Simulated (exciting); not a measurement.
# MoSe (Pm-3m) in exciting: notebook, part 2 of 2

exciting (release sodium).

### Step 3. Optical spectrum, RGE2

run_exciting.py

```python
import subprocess
import xml.etree.ElementTree as ET
from ase.io import read
from ase.units import Bohr

atoms = read("POSCAR")
rmt = {'Mo': 2.3, 'Se': 2.0}  # bohr
tasks = """
<groundstate do="fromscratch" ngridk="5 5 5" rgkmax="8" gmaxvr="14" lmaxapw="10" lmaxmat="10" lmaxvr="7" stype="Gaussian" swidth="0.00499791" nempty="32" ValenceRelativity="iora*" epsengy="1e-05" epspot="1e-05" maxscl="60" outputlevel="normal" vkloff="0.5 0.5 0.5">
  <libxc exchange="XC_GGA_X_RGE2" correlation="XC_GGA_C_RGE2"/>
</groundstate>
<properties>
  <momentummatrix/>
  <dielmat intraband="false" wmax="0.8" wgrid="200" swidth="0.004" tevout="true">
    <epscomp>1 1</epscomp>
    <epscomp>2 2</epscomp>
    <epscomp>3 3</epscomp>
  </dielmat>
</properties>
"""

root = ET.Element("input")
ET.SubElement(root, "title").text = "MoSe"
structure = ET.SubElement(root, "structure", speciespath="./", tshift="false")
crystal = ET.SubElement(structure, "crystal", scale="1.0")
for vector in atoms.cell / Bohr:
    ET.SubElement(crystal, "basevect").text = " ".join(f"{x:.12f}" for x in vector)
symbols = atoms.get_chemical_symbols()
for element in dict.fromkeys(symbols):
    species = ET.SubElement(structure, "species", speciesfile=element + ".xml", rmt=str(rmt[element]))
    for symbol, position in zip(symbols, atoms.get_scaled_positions(wrap=False)):
        if symbol == element:
            ET.SubElement(species, "atom", coord=" ".join(f"{x:.12f}" for x in position))
root.extend(ET.fromstring("<tasks>" + tasks + "</tasks>"))
ET.indent(root)
ET.ElementTree(root).write("input.xml")
subprocess.run(["exciting_smp"], check=True)
```

POSCAR

```
MoSe
1.0
    3.5002295900      0.0000000000      0.0000000000
    0.0000000000      3.5002295900      0.0000000000
    0.0000000000      0.0000000000      3.5002295900
Mo Se
1 1
Direct
    0.0000000000      0.0000000000      0.0000000000
    0.5000000000      0.5000000000      0.5000000000
```

Potentials or basis: all-electron LAPW+lo, shipped species files, valence relativity iora*.

On the command line:

```console
OMP_NUM_THREADS=1 python run_exciting.py
```

What it wrote:

```text
================================================================================
EXCITING SODIUM started
[... 10 lines left out ...]

 Lattice vectors (cartesian) :
      6.6144753026      0.0000000000      0.0000000000
      0.0000000000      6.6144753026      0.0000000000
      0.0000000000      0.0000000000      6.6144753026

 Reciprocal lattice vectors (cartesian) :
      0.9499143953      0.0000000000      0.0000000000
      0.0000000000      0.9499143953      0.0000000000
      0.0000000000      0.0000000000      0.9499143953

 Unit cell volume                           :     289.3917843642
 Brillouin zone volume                      :       0.8571432461

 Species :    1 (Mo)
     parameters loaded from                 :    Mo.xml
     name                                   :    molybdenum
     nuclear charge                         :     -42.00000000
     electronic charge                      :      42.00000000
     atomic mass                            :  174887.92120000
     muffin-tin radius                      :       2.30000000
     # of radial points in muffin-tin       :     400

     atomic positions (lattice) :
       1 :   0.00000000  0.00000000  0.00000000

 Species :    2 (Se)
     parameters loaded from                 :    Se.xml
     name                                   :    selenium
     nuclear charge                         :     -34.00000000
     electronic charge                      :      34.00000000
     atomic mass                            :  143935.27480000
     muffin-tin radius                      :       2.00000000
     # of radial points in muffin-tin       :     350

     atomic positions (lattice) :
       1 :   0.50000000  0.50000000  0.50000000

 Total number of atoms per unit cell        :       2

 Spin treatment                             :    spin-unpolarised

 Number of Bravais lattice symmetries       :      48
 Number of crystal symmetries               :      48

 k-point grid                               :       5    5    5
 k-point offset :       0.500000  0.500000  0.500000
 Total number of k-points                   :      10
 k-point set is reduced with crystal symmetries

 R^MT_min * |G+k|_max (rgkmax)              :       8.00000000
 Species with R^MT_min                      :       2 (Se)
 Maximum |G+k| for APW functions            :       4.00000000
 Maximum |G| for potential and density      :      14.00000000

 G-vector grid sizes                        :      30    30    30
 Total number of G-vectors                  :   13397

 Maximum angular momentum used for
     APW functions                          :      10
     computing H and O matrix elements      :      10
     potential and density                  :       7
     inner part of muffin-tin               :       2

 Total nuclear charge                       :     -76.00000000
 Total electronic charge                    :      76.00000000
 Total core charge                          :      46.00000000
 Total valence charge                       :      30.00000000

 Number of empty states                     :      32
 Total number of valence states             :      48

 Maximum Hamiltonian size                   :     347
 Maximum number of plane-waves              :     320
 Total number of local-orbitals             :      27

 Exchange-correlation type                  :     100
     libxc; exchange: Regularized PBE; correlation: Regularized PBE (see libxc for references)

 Smearing scheme                            :    Gaussian
 Smearing width                             :       0.00499791

 Using multisecant Broyden potential mixing
[... 16 lines left out ...]
+ SCF iteration number :    1                                                  +
++++++++++++++++++++++++++++++++++++++++++++++++++++++++++++++++++++++++++++++++
 Total energy                               :     -6464.63503356
 _______________________________________________________________
 Fermi energy                               :         0.33949826
 Kinetic energy                             :      6688.90401009
 Coulomb energy                             :    -12945.80861048
 Exchange energy                            :      -203.54500955
 Correlation energy                         :        -4.18542361

 DOS at Fermi energy (states/Ha/cell)       :        92.47389253

 Electron charges :
     core                                   :        46.00000000
     core leakage                           :         0.00080441
     valence                                :        30.00000000
     interstitial                           :         5.96167712
     charge in muffin-tin spheres :
                  atom     1    Mo          :        38.79093322
                  atom     2    Se          :        31.24738965
     total charge in muffin-tins            :        70.03832288
     total charge                           :        76.00000000

++++++++++++++++++++++++++++++++++++++++++++++++++++++++++++++++++++++++++++++++
+ SCF iteration number :    2                                                  +
++++++++++++++++++++++++++++++++++++++++++++++++++++++++++++++++++++++++++++++++
 Total energy                               :     -6473.55911133
 _______________________________________________________________
 Fermi energy                               :         0.30948224
 Kinetic energy                             :      6683.40442889
 Coulomb energy                             :    -12948.99403502
 Exchange energy                            :      -203.78142536
 Correlation energy                         :        -4.18807984

 DOS at Fermi energy (states/Ha/cell)       :        70.02765233

 Electron charges :
     core                                   :        46.00000000
     core leakage                           :         0.00080451
     valence                                :        30.00000000
     interstitial                           :         5.70257972
     charge in muffin-tin spheres :
                  atom     1    Mo          :        39.29954040
                  atom     2    Se          :        30.99787988
     total charge in muffin-tins            :        70.29742028
     total charge                           :        76.00000000
[... 281 lines left out ...]
 RMS change in effective potential (target) :  0.405985E-07  ( 0.100000E-04)
 Absolute change in total energy   (target) :  0.957750E-05  ( 0.100000E-04)
 Charge distance                   (target) :  0.257990E-07  ( 0.100000E-04)

++++++++++++++++++++++++++++++++++++++++++++++++++++++++++++++++++++++++++++++++
+ SCF iteration number :   13                                                  +
++++++++++++++++++++++++++++++++++++++++++++++++++++++++++++++++++++++++++++++++
 Total energy                               :     -6476.08903634
 _______________________________________________________________
 Fermi energy                               :         0.30384406
 Kinetic energy                             :      6681.43776573
 Coulomb energy                             :    -12949.49567097
 Exchange energy                            :      -203.84384966
 Correlation energy                         :        -4.18728145

 DOS at Fermi energy (states/Ha/cell)       :        70.64025440

 Electron charges :
     core                                   :        46.00000000
     core leakage                           :         0.00078978
     valence                                :        30.00000000
     interstitial                           :         5.61937683
     charge in muffin-tin spheres :
                  atom     1    Mo          :        39.29987260
                  atom     2    Se          :        31.08075057
     total charge in muffin-tins            :        70.38062317
     total charge                           :        76.00000000

 RMS change in effective potential (target) :  0.197350E-08  ( 0.100000E-04)
 Absolute change in total energy   (target) :  0.225777E-05  ( 0.100000E-04)
 Charge distance                   (target) :  0.407254E-08  ( 0.100000E-04)

++++++++++++++++++++++++++++++++++++++++++++++++++++++++++++++++++++++++++++++++
| Convergency criteria checked for the last 2 iterations                       +
| Convergence targets achieved. Performing final SCF iteration                 +
++++++++++++++++++++++++++++++++++++++++++++++++++++++++++++++++++++++++++++++++
 Total energy                               :     -6476.08903646
 _______________________________________________________________
 Fermi energy                               :         0.30384406
 Kinetic energy                             :      6681.43776548
 Coulomb energy                             :    -12949.49567082
 Exchange energy                            :      -203.84384967
 Correlation energy                         :        -4.18728145

 DOS at Fermi energy (states/Ha/cell)       :        70.64025631

 Electron charges :
     core                                   :        46.00000000
     core leakage                           :         0.00078978
     valence                                :        30.00000000
     interstitial                           :         5.61937679
     charge in muffin-tin spheres :
                  atom     1    Mo          :        39.29987263
                  atom     2    Se          :        31.08075057
     total charge in muffin-tins            :        70.38062321
     total charge                           :        76.00000000

++++++++++++++++++++++++++++++++++++++++++++++++++++++++++++++++++++++++++++++++
[... 12 lines left out ...]
| EXCITING SODIUM stopped                                                      =
================================================================================
```

Wall time 50 s (1 thread of Intel Xeon Platinum 8259CL at 2.50GHz (Skylake/Cascade Lake), shared host); peak memory 0.38 GiB.

Results:

```
All electrons inside the program's atomic spheres : Mo 39.30; Se 31.08 (radii Mo 2.3, Se 2.0 bohr)
Density of states at the Fermi level              : 2.60 states/eV per cell
```

Dielectric function (mean over the directions given):
| energy (eV) | real part | imaginary part |
| --- | --- | --- |
| 0.33 | 48.39 | 10.94 |
| 0.98 | 49.65 | 23.71 |
| 1.63 | 11.36 | 28.05 |
| 2.29 | -3.88 | 13.23 |
| 2.94 | -9.95 | 16.71 |
| 3.70 | -1.77 | 11.27 |
| 4.35 | -0.24 | 10.06 |
| 5.01 | 0.49 | 5.62 |
| 5.66 | -3.74 | 5.10 |
| 6.31 | -2.03 | 2.81 |
| 7.08 | -1.22 | 2.83 |
| 7.73 | 2.56 | 1.87 |
| 8.38 | -0.62 | 3.84 |
| 9.03 | -0.26 | 3.37 |
| 9.69 | -1.11 | 3.13 |
| 10.45 | -3.37 | 3.03 |
| 11.10 | -0.24 | 1.29 |
| 11.76 | -1.71 | 2.83 |
| 12.41 | -1.70 | 0.55 |
| 13.06 | -0.55 | 1.05 |
| 13.82 | -0.64 | 0.87 |
| 14.48 | -0.24 | 0.45 |
| 15.13 | 0.07 | 0.58 |
| 15.78 | 0.44 | 0.88 |
| 16.44 | 0.33 | 1.10 |
| 17.20 | -0.05 | 0.96 |
| 17.85 | 0.10 | 0.38 |
| 18.50 | -0.46 | 0.63 |
| 19.16 | 0.06 | 0.26 |
| 19.92 | 0.27 | 0.17 |

Caveat: the intraband (Drude) term of the metal is left out; spectra need much finer meshes, so this one isn't converged; independent-particle spectra lack excitons.
